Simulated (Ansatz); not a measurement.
# TiAl5: the cost of one run

Computed with Ansatz 0.2.0 (DFT PBE, scalar-relativistic, plane waves, PAW, unless a step's input says otherwise).

### Step 1. The system as given

The structure is cubic, space group F-43m (No. 216). The conventional cell has a = 7.027 Å, b = 7.027 Å, c = 7.027 Å, α = 90.00°, β = 90.00°, γ = 90.00°. Ti (site symmetry -43m) is surrounded by 16 Al at 2.92 to 3.04 Å. Around Al (site symmetry -43m) lie 12 Al at 2.91 Å and 4 Ti at 3.04 Å. Around Al (site symmetry 3m) lie 6 Al at 2.46 to 2.51 Å.

Coordinates:

```cif
data_structure
_symmetry_space_group_name_H-M 'P 1'
_symmetry_Int_Tables_number 1
_cell_length_a 4.9686
_cell_length_b 4.9686
_cell_length_c 4.9686
_cell_angle_alpha 60.000
_cell_angle_beta 60.000
_cell_angle_gamma 60.000
_cell_volume 86.73
loop_
_atom_site_label
_atom_site_type_symbol
_atom_site_fract_x
_atom_site_fract_y
_atom_site_fract_z
_atom_site_occupancy
Ti1 Ti 0.00000 0.00000 0.00000 1
Al1 Al 0.25000 0.25000 0.25000 1
Al2 Al 0.62377 0.12868 0.62377 1
Al3 Al 0.62377 0.62377 0.12868 1
Al4 Al 0.62377 0.62377 0.62377 1
Al5 Al 0.12868 0.62377 0.62377 1
```

Recipe of the guess: species swapped into a database cell of TbCu5 (F-43m, No. 216), with Ti on the Tb sites and Al on the Cu sites. The dimensions are guesses.

### Step 2. The guess as it stands, on a coarse mesh

Input file input.yaml:

```yaml
crystal:
  lattice:
    - [0.0, 3.51333346, 3.51333346]
    - [3.51333346, 0.0, 3.51333346]
    - [3.51333346, 3.51333346, 0.0]
  atoms:
    - { symbol: Ti, position: [0.0, 0.0, 0.0] }
    - { symbol: Al, position: [0.25, 0.25, 0.25] }
    - { symbol: Al, position: [0.62377221, 0.12868336, 0.62377221] }
    - { symbol: Al, position: [0.62377221, 0.62377221, 0.12868336] }
    - { symbol: Al, position: [0.62377221, 0.62377221, 0.62377221] }
    - { symbol: Al, position: [0.12868336, 0.62377221, 0.62377221] }
basis:
  ecutwfc: 420
kpoints:
  mp_grid: { grid: [4, 4, 4] }
hamiltonian:
  xc: pbe
scf:
  occupations: { method: gaussian, width: 0.1 }
  lower_state_search: "off"
output:
  forces: true
  stress: true
  eigenvalues: true
```

Launch:

```console
$ ansatz run input.yaml --threads 1 --pin off --max-ram 2560MiB --backend cpu --events-out ev --progress --plain --runs-dir out
```

Q: Estimate wall time and peak memory on 1 thread of Arm Neoverse V1, shared host.

About 1.6 s, with a peak of 0.29 GiB.
